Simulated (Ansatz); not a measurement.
# Nb5O: the cost of one run

Method: DFT PBE, scalar-relativistic, plane waves, PAW, in Ansatz 0.2.0.

1 further run of the same task is left out (set aside as unsound or not needed).

## 1. The structure to begin with

It takes space group F-43m (No. 216, cubic). The conventional cell has a = 6.966 Å, b = 6.966 Å, c = 6.966 Å, α = 90.00°, β = 90.00°, γ = 90.00°. Nb (site symmetry -43m) has 12 Nb at 2.89 Å and 4 O at 3.02 Å as nearest neighbours. Around Nb (site symmetry 3m) lie 9 Nb at 2.44 to 2.89 Å and 3 O at 2.89 Å. Around O (site symmetry -43m) lie 16 Nb at 2.89 to 3.02 Å.

As a file:

```xyz
6
Lattice="0.0000 3.4831 3.4831 3.4831 0.0000 3.4831 3.4831 3.4831 0.0000" Properties=species:S:1:pos:R:3 pbc="T T T"
Nb    5.2246    5.2246    5.2246
Nb    4.3470    4.3470    2.6191
Nb    4.3470    2.6191    4.3470
Nb    2.6191    2.6191    2.6191
Nb    2.6191    4.3470    4.3470
O     0.0000    0.0000    0.0000
```

The cell is invented: species swapped into a database cell of ErCu5 (F-43m, No. 216), with O on the Er sites and Nb on the Cu sites. Its size is a rough estimate.

## 2. The guess as it stands, on a coarse mesh

File input.yaml:

```yaml
crystal:
  lattice:
    - [0.0, 3.48306334, 3.48306334]
    - [3.48306334, 0.0, 3.48306334]
    - [3.48306334, 3.48306334, 0.0]
  atoms:
    - { symbol: Nb, position: [0.75, 0.75, 0.75] }
    - { symbol: Nb, position: [0.37597366, 0.37597366, 0.87207901] }
    - { symbol: Nb, position: [0.37597366, 0.87207901, 0.37597366] }
    - { symbol: Nb, position: [0.37597366, 0.37597366, 0.37597366] }
    - { symbol: Nb, position: [0.87207901, 0.37597366, 0.37597366] }
    - { symbol: O, position: [0.0, 0.0, 0.0] }
basis:
  ecutwfc: 420
kpoints:
  mp_grid: { grid: [4, 4, 4] }
hamiltonian:
  xc: pbe
scf:
  occupations: { method: gaussian, width: 0.1 }
  lower_state_search: "off"
output:
  forces: true
  stress: true
  eigenvalues: true
```

Run with:

```sh
> ansatz run input.yaml --threads 1 --pin off --max-ram 2560MiB --backend cpu --events-out ev --progress --plain --runs-dir out
```

Q: Estimate wall time and peak memory on 1 thread of Arm Neoverse V1, shared host.

About 3 s, with a peak of 0.3 GiB.
